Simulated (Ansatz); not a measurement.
**Hydrogen-ended wire of SiC, Si15C15H26**

Aim: relax the confined piece and see how wide its gap is by PBEsol and HSE06.

Method: density functional theory in Ansatz 0.2.0, PAW datasets, plane waves.

## 1. The starting cell

56 atoms (15 Si, 15 C, 26 H); a = 20.600 Å, b = 20.600 Å, c = 4.357 Å, α = 90.00°, β = 90.00°, γ = 90.00°. All atoms were shaken off their sites by about 0.02 Å along each axis.

The runs, in order: (2) PBEsol relaxation at a 1×1×6 mesh, on 1 × data-centre GPU with 2 threads; (3) HSE06 single point at a 1×1×4 mesh, on 1 × data-centre GPU with 2 threads.

## 2. Relaxation of the positions (PBEsol)

Input file in.yaml:

```yaml
crystal:
  lattice:
    - [20.600000, 0.000000, 0.000000]
    - [0.000000, 20.600000, 0.000000]
    - [0.000000, 0.000000, 4.356853]
  atoms:
    - { symbol: Si, position: [0.315602, 0.474524, 0.126780] }
    - { symbol: Si, position: [0.527001, 0.474104, 0.126877] }
    - { symbol: Si, position: [0.527150, 0.685206, 0.129420] }
    - { symbol: Si, position: [0.421142, 0.368354, 0.119351] }
    - { symbol: Si, position: [0.420035, 0.579829, 0.120447] }
    - { symbol: Si, position: [0.630844, 0.368080, 0.119881] }
    - { symbol: Si, position: [0.631683, 0.580059, 0.121980] }
    - { symbol: Si, position: [0.422440, 0.472487, 0.631311] }
    - { symbol: Si, position: [0.421376, 0.686437, 0.624847] }
    - { symbol: Si, position: [0.632896, 0.472809, 0.630266] }
    - { symbol: Si, position: [0.630875, 0.686893, 0.623458] }
    - { symbol: Si, position: [0.313704, 0.368127, 0.628916] }
    - { symbol: Si, position: [0.315740, 0.578859, 0.612216] }
    - { symbol: Si, position: [0.526183, 0.366326, 0.621020] }
    - { symbol: Si, position: [0.526277, 0.579752, 0.621554] }
    - { symbol: C, position: [0.366735, 0.314321, 0.373258] }
    - { symbol: C, position: [0.367008, 0.527040, 0.369619] }
    - { symbol: C, position: [0.579316, 0.314366, 0.373718] }
    - { symbol: C, position: [0.579501, 0.526072, 0.373685] }
    - { symbol: C, position: [0.473588, 0.420409, 0.369390] }
    - { symbol: C, position: [0.473683, 0.632377, 0.372387] }
    - { symbol: C, position: [0.685875, 0.421951, 0.373498] }
    - { symbol: C, position: [0.684820, 0.631786, 0.373010] }
    - { symbol: C, position: [0.472383, 0.312195, 0.875064] }
    - { symbol: C, position: [0.471868, 0.527175, 0.870416] }
    - { symbol: C, position: [0.684321, 0.526848, 0.867763] }
    - { symbol: C, position: [0.368735, 0.419517, 0.877392] }
    - { symbol: C, position: [0.367302, 0.632535, 0.869436] }
    - { symbol: C, position: [0.578473, 0.420953, 0.874699] }
    - { symbol: C, position: [0.578576, 0.632671, 0.867483] }
    - { symbol: H, position: [0.274009, 0.515083, 0.923903] }
    - { symbol: H, position: [0.272576, 0.431811, 0.323986] }
    - { symbol: H, position: [0.485141, 0.727374, 0.923103] }
    - { symbol: H, position: [0.567392, 0.726197, 0.325835] }
    - { symbol: H, position: [0.335534, 0.282089, 0.217440] }
    - { symbol: H, position: [0.400773, 0.282779, 0.521598] }
    - { symbol: H, position: [0.546796, 0.283636, 0.218832] }
    - { symbol: H, position: [0.612688, 0.283428, 0.526864] }
    - { symbol: H, position: [0.672259, 0.323670, 0.925878] }
    - { symbol: H, position: [0.716801, 0.389529, 0.522779] }
    - { symbol: H, position: [0.718222, 0.456634, 0.226495] }
    - { symbol: H, position: [0.718243, 0.600986, 0.525431] }
    - { symbol: H, position: [0.716672, 0.663440, 0.224508] }
    - { symbol: H, position: [0.378491, 0.726675, 0.424297] }
    - { symbol: H, position: [0.461682, 0.726002, 0.828155] }
    - { symbol: H, position: [0.590989, 0.726920, 0.428813] }
    - { symbol: H, position: [0.672828, 0.726876, 0.811187] }
    - { symbol: H, position: [0.441347, 0.282034, 0.724426] }
    - { symbol: H, position: [0.506565, 0.281463, 0.018381] }
    - { symbol: H, position: [0.717685, 0.497029, 0.026278] }
    - { symbol: H, position: [0.718614, 0.558568, 0.723760] }
    - { symbol: H, position: [0.272758, 0.327470, 0.816728] }
    - { symbol: H, position: [0.273627, 0.410542, 0.425878] }
    - { symbol: H, position: [0.274558, 0.537477, 0.825462] }
    - { symbol: H, position: [0.273249, 0.620187, 0.427253] }
    - { symbol: H, position: [0.336478, 0.664713, 0.028284] }
kpoints:
  mp_grid: { grid: [1, 1, 6] }
hamiltonian:
  xc: pbesol
scf:
  occupations: { method: fermi_dirac, width: 0.01 }
relax:
  f_tol: 0.03
  max_steps: 80
  escape_saddle: false
  adjacent_minimum: "off"
output:
  forces: true
  eigenvalues: true
  populations: true
```

On the command line:

```
$ ansatz run in.yaml --threads 2 --pin off --max-ram 30400MiB --runs-dir r --events-out ev --progress --plain --backend cuda --devices 0, --max-vram 18GiB
```

What it wrote:

```text
Pseudopotentials: kind: paw
Functional definition: PBEsol
  exchange = pbesol_x
  correlation = pbesol_c
Crystal: 56 atoms, lattice volume = 1848.874 Å³
Basis set: ecut = 420 eV, 36183 PW (Γ), exchange–correlation on 288×288×60 points (8 copies of the dense FFT grid, shifted against one another)
Bands: 129, of which v1, the nominal top of the filled ones, is band 73 counted from 1 (72 counted from 0)
Symmetry: 1 space group operations
Space group: P1 (ITA 1), of the structure as read, at distance tolerance 1.2e-4 Å
k-points: 4 of 6 (time reversal used)
Non-local potential: Si, projectors of the file, l = 0: 2, l = 1: 2, l = 2: 2
Non-local potential: C, projectors of the file, l = 0: 2, l = 1: 2, l = 2: 1
Non-local potential: H, projectors of the file, l = 0: 2, l = 1: 1
PAW form: soft (Blöchl's): semilocal exchange-correlation on the pseudo side does not see the compensation charge
PAW frozen core: Si, regenerated for the run's functional, and the local potential with it (the file was generated under x = pbe(κ = 0.804, μ = 0.2195149727645171), c = pbe(β = 0.06672455060314922))
PAW frozen core: C, regenerated for the run's functional, and the local potential with it (the file was generated under x = pbe(κ = 0.804, μ = 0.2195149727645171), c = pbe(β = 0.06672455060314922))
PAW one-centre angular grid: Si, 110 points (default); XC on 64 Gauss nodes
PAW one-centre angular grid: C, 110 points (default); XC on 64 Gauss nodes
PAW one-centre angular grid: H, 110 points (default); XC on 64 Gauss nodes
Initial density: superposition of atomic densities (neutral atoms: chi_scale 0, normalization atom), corrected by the library's trained network
Initial wavefunctions: pseudopotential atomic-orbital guess
Functional: x = pbesol(κ = 0.804, μ = 0.12345679012345678), c = pbesol(β = 0.046)
SCF iter   1: F=—  HF=-13417.481410 eV  |F-HF|=—  |Δ(HF+E_count)|=         —  Δρ=7.67e-3  dr2=3.58e0  ethr=1.77e-3  ⟨swp⟩=8.2  Hψ=3122  notcnv=0  defer=75
preconditioner: auto → Resta (q_TF=auto, 1.787 Å⁻¹)  ε∞=1.8  [insulator: Δε(μ)=0.544 eV  Ē_g=11.448 eV  σ=0.010 eV  W_gap=1.00  n_scr=182 (ndim 8)  ℏωp=10.4 eV  f_vac=0.693  D(μ)=0.00/eV (n_scr^D=0)  ε∞_Penn≈1.8  vacuum switching on, ρ_ref=9.5e-3 e/Å³]
SCF iter   2: F=—  HF=-13416.948921 eV  |F-HF|=—  |Δ(HF+E_count)|=   5.32e-1  Δρ=4.19e-3  dr2=1.58e0  ethr=1.77e-3  ⟨swp⟩=3.2  Hψ=821  notcnv=0  defer=199
preconditioner: auto → LDOS  [insulator: Δε(μ)=0.062 eV  Ē_g=11.855 eV  σ=0.010 eV  W_gap=0.91  n_scr=182 (ndim 8)  ℏωp=10.4 eV  f_vac=0.695  D(μ)=4.04/eV (n_scr^D=12)  ε∞_Penn≈1.8  β→1.0]
SCF iter   3: F=—  HF=-13416.716102 eV  |F-HF|=—  |Δ(HF+E_count)|=   2.33e-1  Δρ=1.70e-3  dr2=1.10e-1  ethr=1.08e-3  ⟨swp⟩=3.0  Hψ=695  notcnv=0  defer=195
SCF iter   4: F=—  HF=-13416.706461 eV  |F-HF|=—  |Δ(HF+E_count)|=   9.64e-3  Δρ=8.71e-4  dr2=2.83e-2  ethr=7.52e-5  ⟨swp⟩=3.0  Hψ=575  notcnv=0  defer=195
SCF iter   5: F=—  HF=-13416.702006 eV  |F-HF|=—  |Δ(HF+E_count)|=   4.46e-3  Δρ=2.77e-4  dr2=5.53e-3  ethr=1.94e-5  ⟨swp⟩=2.8  Hψ=614  notcnv=0  defer=195
SCF iter   6: F=—  HF=-13416.702951 eV  |F-HF|=—  |Δ(HF+E_count)|=   9.45e-4  Δρ=1.72e-4  dr2=1.11e-3  ethr=3.79e-6  ⟨swp⟩=2.0  Hψ=542  notcnv=0  defer=195
SCF iter   7: F=—  HF=-13416.702863 eV  |F-HF|=—  |Δ(HF+E_count)|=   8.82e-5  Δρ=7.00e-5  dr2=3.28e-4  ethr=7.63e-7  ⟨swp⟩=2.0  Hψ=603  notcnv=0  defer=195
SCF iter   8: F=—  HF=-13416.702859 eV  |F-HF|=—  |Δ(HF+E_count)|=   4.01e-6  Δρ=4.18e-5  dr2=1.33e-4  ethr=2.25e-7  ⟨swp⟩=2.0  Hψ=418  notcnv=0  defer=195
SCF iter   9: F=-13416.702844 eV  HF=-13416.702842 eV  |F-HF|=1.76e-6  |Δ(HF+E_count)|=   1.65e-5  Δρ=1.83e-5  dr2=1.36e-5  ethr=1.54e-8  ⟨swp⟩=23.8  Hψ=4692  notcnv=0
SCF 1 converged in 9 iterations: F = -13416.702844 eV  dr2 = 1.36e-5
relax step   1: F+E_penalty+E_count = -13416.70284394 eV  Δ(F+E_penalty+E_count) = +0.000e0 eV  max|allowed force component| = 9.268e0 eV/Å  Δτ_max = 0.0000 Å  (9 SCF iters, dr2 threshold 2.25e-5 eV, accepted)
[... from here on, the SCF cycles and remarks between the steps are left out ...]
relax step   2: F+E_penalty+E_count = -13426.17615181 eV  Δ(F+E_penalty+E_count) = -9.473e0 eV  max|allowed force component| = 4.044e0 eV/Å  Δτ_max = 0.1995 Å  (6 SCF iters, dr2 threshold 1.00e-4 eV, accepted)
relax step   3: F+E_penalty+E_count = -13430.06791174 eV  Δ(F+E_penalty+E_count) = -3.892e0 eV  max|allowed force component| = 2.156e0 eV/Å  Δτ_max = 0.1946 Å  (6 SCF iters, dr2 threshold 1.00e-4 eV, accepted)
relax step   4: F+E_penalty+E_count = -13431.96325222 eV  Δ(F+E_penalty+E_count) = -1.895e0 eV  max|allowed force component| = 1.239e0 eV/Å  Δτ_max = 0.1923 Å  (5 SCF iters, dr2 threshold 1.00e-4 eV, accepted)
relax step   5: F+E_penalty+E_count = -13432.95714346 eV  Δ(F+E_penalty+E_count) = -9.939e-1 eV  max|allowed force component| = 9.860e-1 eV/Å  Δτ_max = 0.2000 Å  (5 SCF iters, dr2 threshold 1.00e-4 eV, accepted)
relax step   6: F+E_penalty+E_count = -13433.70172732 eV  Δ(F+E_penalty+E_count) = -7.446e-1 eV  max|allowed force component| = 5.438e-1 eV/Å  Δτ_max = 0.2000 Å  (5 SCF iters, dr2 threshold 1.00e-4 eV, accepted)
relax step   7: F+E_penalty+E_count = -13434.01528384 eV  Δ(F+E_penalty+E_count) = -3.136e-1 eV  max|allowed force component| = 2.430e-1 eV/Å  Δτ_max = 0.2000 Å  (5 SCF iters, dr2 threshold 9.00e-5 eV, accepted)
relax step   8: F+E_penalty+E_count = -13434.09477600 eV  Δ(F+E_penalty+E_count) = -7.949e-2 eV  max|allowed force component| = 1.268e-1 eV/Å  Δτ_max = 0.1795 Å  (6 SCF iters, dr2 threshold 1.18e-5 eV, accepted)
relax step   9: F+E_penalty+E_count = -13434.05659924 eV  Δ(F+E_penalty+E_count) = +3.818e-2 eV  max|allowed force component| = 2.530e-1 eV/Å  Δτ_max = 0.2000 Å  (7 SCF iters, dr2 threshold 3.21e-6 eV, rejected (line search))
relax step  10: F+E_penalty+E_count = -13434.11274626 eV  Δ(F+E_penalty+E_count) = -1.797e-2 eV  max|allowed force component| = 6.368e-2 eV/Å  Δτ_max = 0.1000 Å  (8 SCF iters, accepted)
relax step  11: F+E_penalty+E_count = -13434.12123443 eV  Δ(F+E_penalty+E_count) = -8.488e-3 eV  max|allowed force component| = 4.482e-2 eV/Å  Δτ_max = 0.1000 Å  (8 SCF iters, dr2 threshold 1.02e-6 eV, accepted)
relax step  12: F+E_penalty+E_count = -13434.12232114 eV  Δ(F+E_penalty+E_count) = -1.087e-3 eV  max|allowed force component| = 1.198e-2 eV/Å  Δτ_max = 0.0228 Å  (7 SCF iters, accepted)
SCF converged after 7 iterations
Free energy (F): -13434.122321 eV
Harris-Foulkes:  -13434.122321 eV  (|F-HF|=4.14e-9)
Internal energy: -13434.122321 eV  (E = F + TS)
E sigma→0 (E₀):  -13434.122321 eV
Fermi energy:    -1.424862 eV
--- Per-component energies (eV) ---
  E_band       = -1188.322151
  E_kinetic    = 2371.234205
  E_local      = -57147.375207  (includes V_loc(G=0)·N_el)
  E_nonlocal   = 828.499198
  E_hartree    = 27419.402997
  E_xc         = -1788.646908
  E_vxc        = -1921.543521  (∫ρ·V_xc dr)
  E_paw        = -8929.875017  (= ΣΔE_a)
  E_vpaw       = -157.912733  (= ΣTr[D̂ρ^β])
  E_aug_tail   = -0.032802  (compensation charges beyond the density's cutoff)
  E_ewald      = 23811.881294
  E_core_change = 0.789917  (= ΣΔE_core)
  E_smearing   = -0.000000  (= −TS)
  E_closure    = 0.000000  (closes the sum)
  Σ components = -13434.122321   (vs F -13434.122321, Δ=0.00e0)
--- Forces (eV/Å), atoms counted from 1 ---
  atom   1  Si    -0.00581616    -0.00241606    -0.00531724
  atom   2  Si     0.00154738     0.00042973    -0.00229740
  atom   3  Si     0.00193430     0.00560972    -0.00519099
  atom   4  Si     0.00098637    -0.00324340    -0.00856478
  atom   5  Si     0.00407403    -0.00436269     0.00137807
  atom   6  Si     0.00061900    -0.00011378     0.00058783
  atom   7  Si     0.00292523    -0.00237089    -0.00835575
  atom   8  Si    -0.00612249    -0.00051077     0.00358373
  atom   9  Si     0.00358095     0.00202335    -0.00091423
  atom  10  Si     0.00529050    -0.00046171     0.00074403
  atom  11  Si     0.01071445     0.00375525     0.00907989
  atom  12  Si    -0.00386586    -0.01198012     0.00962142
  atom  13  Si    -0.00138801    -0.00485325    -0.00080350
  atom  14  Si     0.00191855    -0.00473907     0.00158291
  atom  15  Si     0.00081338     0.00509570     0.00290398
  atom  16  C      0.00716023     0.00524278    -0.00334205
  atom  17  C      0.00192974    -0.00530376     0.00040029
  atom  18  C     -0.00136209    -0.00007949     0.00002997
  atom  19  C     -0.00397695     0.00029931     0.00172799
  atom  20  C     -0.00066259     0.00297119     0.00159045
  atom  21  C      0.00528286    -0.00188666    -0.00055622
  atom  22  C     -0.00033186     0.00051954    -0.00021549
  atom  23  C     -0.00478470    -0.00650168    -0.00358757
  atom  24  C      0.00281664     0.00023108     0.00048652
  atom  25  C     -0.00076990     0.00061091    -0.00420597
  atom  26  C     -0.00007030    -0.00297282     0.00053568
  atom  27  C      0.00345324     0.00555126    -0.00178065
  atom  28  C      0.00490472    -0.00430138    -0.01097625
  atom  29  C     -0.00192764     0.00125304     0.00049501
  atom  30  C     -0.00557128    -0.00155628    -0.00160684
  atom  31  H      0.00042205    -0.00497918     0.00514383
  atom  32  H     -0.00287349     0.00173461    -0.00303934
  atom  33  H      0.00480293    -0.00090302     0.00589016
  atom  34  H     -0.00050232     0.00276067    -0.00130909
  atom  35  H     -0.00368798     0.00787362     0.00045555
  atom  36  H      0.00566522     0.00034121     0.00193578
  atom  37  H     -0.00076488     0.00053500    -0.00121929
  atom  38  H     -0.00074935     0.00083395     0.00013116
  atom  39  H     -0.00018287     0.00011498    -0.00056501
  atom  40  H     -0.00073457     0.00075984     0.00019660
  atom  41  H     -0.00076474     0.00109336    -0.00150223
  atom  42  H     -0.00037700    -0.00558520     0.00128992
  atom  43  H     -0.00743330     0.00338358     0.00115631
  atom  44  H     -0.00074738    -0.00047766     0.00116534
  atom  45  H      0.00244330     0.00215920     0.00293189
  atom  46  H     -0.00326173    -0.00254903    -0.00415545
  atom  47  H     -0.00175524     0.00035098     0.00480447
  atom  48  H     -0.00100297    -0.00023900    -0.00053237
  atom  49  H     -0.00075787     0.00153037    -0.00014179
  atom  50  H     -0.00151765     0.00140558     0.00015020
  atom  51  H      0.00014423     0.00101684     0.00005222
  atom  52  H     -0.00044692     0.00149565     0.00540294
  atom  53  H      0.00156889     0.00311424    -0.00403447
  atom  54  H     -0.00273571    -0.00171089     0.00211031
  atom  55  H      0.00009580     0.00109722     0.00090647
  atom  56  H     -0.00818354     0.00893917     0.00572677
  max |Σ_I F_I| component: 3.53e-5 eV/Å
--- Band table (eV) ---
  k-point 0: bands = [... 61 lower levels ..., "-4.5809", "-4.5032", "-4.4360", "-4.3161", "-4.0631", "-3.8613", "-3.8335", "-3.8058", "-3.2929", "-3.1687", "-3.0116", "-2.9275", "0.0712", "0.3071", "0.3734", "1.1932", "1.3759", "1.4250", "1.5492", "1.6127", "1.8285", "1.9215", "2.0942", "2.2731", ... 44 higher levels ...]
[... 3 lines left out ...]
--- Relaxed structure (12 steps of the walk, 11 accepted, 0 SCFs on fresh bases) ---
  F+E_penalty+E_count = -13434.12232114 eV   max|allowed force component| = 1.198e-2 eV/Å
  atoms:
    - { symbol: Si, position: [0.3149606822613769, 0.4702608883452594, 0.12521599007561635] }
    - { symbol: Si, position: [0.5251591465221869, 0.47498698567067205, 0.11699385943236743] }
[... 54 atoms left out; the next input holds them all, rounded ...]
--- Löwdin populations: 56 sites ---
  site symbol       q [e]
     0     Si      3.2573
     1     Si      2.9753
     2     Si      3.2581
     3     Si      2.9386
     4     Si      2.9662
     5     Si      3.0772
     6     Si      2.9386
     7     Si      2.9758
     8     Si      3.2464
     9     Si      2.9374
    10     Si      3.2249
    11     Si      3.2250
    12     Si      3.2465
    13     Si      2.9374
    14     Si      2.9758
    15      C      4.8568
    16      C      4.9571
    17      C      4.8454
    18      C      4.9566
    19      C      4.9566
    20      C      4.9571
    21      C      4.8454
    22      C      4.8568
    23      C      4.8467
    24      C      4.9466
    25      C      4.8467
    26      C      4.9525
    27      C      4.8959
    28      C      4.9628
    29      C      4.9527
    30      H      1.0714
    31      H      1.0928
    32      H      1.0715
    33      H      1.0924
    34      H      0.7793
    35      H      0.7963
    36      H      0.7975
    37      H      0.7911
    38      H      1.1156
    39      H      0.7911
    40      H      0.7975
    41      H      0.7962
    42      H      0.7794
    43      H      1.1013
    44      H      1.0725
    45      H      1.0771
    46      H      1.1243
    47      H      0.8028
    48      H      0.8027
    49      H      0.8027
    50      H      0.8029
    51      H      1.1245
    52      H      1.0772
    53      H      1.0726
    54      H      1.1010
    55      H      0.7825
  spilling = 0.011424 (of n_electrons = 146.000000)
```

Wall time 68 s (1 × data-centre GPU with 2 threads, shared host); peak host memory 1.5 GiB.

Recorded steps of the relaxation:

| accepted step | energy change (eV) | largest force component (eV/Å) | SCF cycles |
| --- | --- | --- | --- |
| 1 | 0.000 | 9.268 | 9 |
| 2 | -9.473 | 4.044 | 6 |
| 3 | -13.365 | 2.156 | 6 |
| 4 | -15.260 | 1.239 | 5 |
| 5 | -16.254 | 0.986 | 5 |
| 6 | -16.999 | 0.544 | 5 |
| 7 | -17.312 | 0.243 | 5 |
| 8 | -17.392 | 0.127 | 6 |
| 9 | -17.410 | 0.064 | 8 |
| 10 | -17.418 | 0.045 | 8 |
| 11 | -17.419 | 0.012 | 7 |

Largest shifts, less the median shift:

| atom | shift (Å) | dx | dy | dz |
| --- | --- | --- | --- | --- |
| H53 | 1.300 | -0.600 | -0.797 | 0.834 |
| H46 | 1.262 | 0.756 | 0.590 | 0.820 |
| H52 | 0.922 | 0.598 | -0.665 | 0.223 |
| H47 | 0.910 | 0.651 | -0.586 | 0.247 |
| H45 | 0.901 | -0.452 | 0.442 | -0.642 |
| H54 | 0.896 | -0.452 | 0.457 | -0.625 |
| H55 | 0.624 | 0.285 | 0.305 | -0.463 |
| H44 | 0.610 | -0.287 | -0.293 | -0.452 |

Bond lengths by pair after relaxation (within a distance cut, which drops stretched bonds):

| pair | count | mean (Å) | spread (Å) | least | most |
| --- | --- | --- | --- | --- | --- |
| C–H | 13 | 1.099 | 0.004 | 1.096 | 1.107 |
| C–Si | 47 | 1.889 | 0.017 | 1.861 | 1.919 |
| H–Si | 13 | 1.493 | 0.007 | 1.484 | 1.506 |

Top filled level -2.928 eV, lowest empty level 0.071 eV: 3.00 eV apart at a 1×1×6 mesh.

[end of part 1 of 2]
